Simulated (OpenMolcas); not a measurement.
# PBE/aug-cc-pVTZ (RICD fitting) run of CSeS (SMILES S=C=[Se])

Aim: the vertical singlet–triplet gap of CSeS at PBE/aug-cc-pVTZ (RICD fitting), from 2 runs. 

The results are computed with OpenMolcas 26.06.

### Step 1. The molecule

CSeS has 3 atoms, charge 0, and is taken as a singlet. As SMILES, `S=C=[Se]`. The shape is that of a PBE0-D4/def2-TZVP optimisation.

Bond lengths: S1–C2 1.545 Å, C2–Se3 1.692 Å. Angles: S1–C2–Se3 180.0°.

### Step 2. The energy at PBE/aug-cc-pVTZ (RICD fitting)

job.input

```
* CSSe Kohn-Sham DFT

&gateway
 baslib
 $CurrDir
 coord
 3
 bohr
 S      2.15502478    -1.87508075     0.95555891
 C      0.06648057    -0.05784452     0.02947973
 Se    -2.22150534     1.93292526    -0.98505754
 basis
 aug-cc-pVTZ
 group
 NoSym
 ricd

&seward
 gridinput
 Grid=SG1Grid
 End of Grid

&scf
 ksdft
 PBE
 prorbitals
 1 1
```

The basis set aug-cc-pVTZ is read from a file made from the Basis Set Exchange's data (not shown).

On the command line:

```bash
export MOLCAS_MEM=1860
pymolcas job.input > job.log
```

What it wrote:

```text
--- Start Module: gateway ---
[...]
--- Stop Module: gateway /rc=_RC_ALL_IS_WELL_ ---
[...]
--- Start Module: seward ---
[...]
      Basis functions          155
--- Stop Module: seward /rc=_RC_ALL_IS_WELL_ ---
[...]
--- Start Module: scf ---
[...]
       Convergence after  15 Iterations
[...]
::    Total KS-DFT energy                           -2837.3509168113
[...]
      Total spin, S                                     0.0000000000
[...]
      Total electronic charge=   56.000000
      Total            charge=   -0.000000
[...]
      Dipole Moment (debye):
      Origin of the operator (angstrom)=   -0.4606    0.4008   -0.2042
                   X= -6.8084E-02               Y=  5.9240E-02               Z= -3.0197E-02           Total=  9.5166E-02
      Quadrupole Moment (debye*angstrom):
[...]
--- Stop Module: scf /rc=_RC_ALL_IS_WELL_ ---
[...]
```

Wall time 11 s (1 thread of Arm Neoverse V2, shared host); peak memory 0.22 GiB.

### Step 3. The triplet, same level

job.input: that of step 2 with these lines changed.

```diff
@@ -1,3 +1 @@
-* CSSe Kohn-Sham DFT
-
 &gateway
@@ -23,2 +21,5 @@
 &scf
+ uhf
+ spin
+ 3
  ksdft
```

The basis set aug-cc-pVTZ is read from a file made from the Basis Set Exchange's data (not shown).

On the command line:

```bash
export MOLCAS_MEM=1860
pymolcas job.input > job.log
```

What it wrote:

```text
--- Start Module: gateway ---
[...]
--- Stop Module: gateway /rc=_RC_ALL_IS_WELL_ ---
[...]
--- Start Module: seward ---
[...]
      Basis functions          155
--- Stop Module: seward /rc=_RC_ALL_IS_WELL_ ---
[...]
--- Start Module: scf ---
[...]
       Convergence after  26 Iterations
[...]
::    Total KS-DFT energy                           -2837.2347299453
[...]
      Total spin, S                                     1.0016609261
[...]
      Total electronic charge=   56.000000
      Total            charge=   -0.000000
[...]
      Dipole Moment (debye):
      Origin of the operator (angstrom)=   -0.4606    0.4008   -0.2042
                   X= -4.6060E-01               Y=  4.0077E-01               Z= -2.0424E-01           Total=  6.4380E-01
      Quadrupole Moment (debye*angstrom):
[...]
--- Stop Module: scf /rc=_RC_ALL_IS_WELL_ ---
[...]
```

It took 17 s on 1 thread of Arm Neoverse V2, shared host; peak memory 0.23 GiB.

### Step 4. Outcome

Level: PBE/aug-cc-pVTZ (RICD fitting).

```
                                        quantity           value
                           singlet: total energy  -2837.35092 Eh
                          singlet: dipole moment          0.10 D
                            singlet: HOMO energy        -6.53 eV
                            singlet: LUMO energy        -2.89 eV
                          singlet: HOMO–LUMO gap         3.64 eV
                           triplet: total energy  -2837.23473 Eh
                          triplet: dipole moment          0.64 D
     triplet: HOMO energy (highest over α and β)        -3.36 eV
                                   triplet: ⟨S²⟩           2.005
vertical energy of the triplet above the singlet        3.162 eV
```

At this shape the triplet lies 3.16 eV (305 kJ/mol) above the singlet. Mulliken charges (singlet) run from -0.42 on C2 to +0.39 on Se3; in a basis this large or diffuse they mean little.
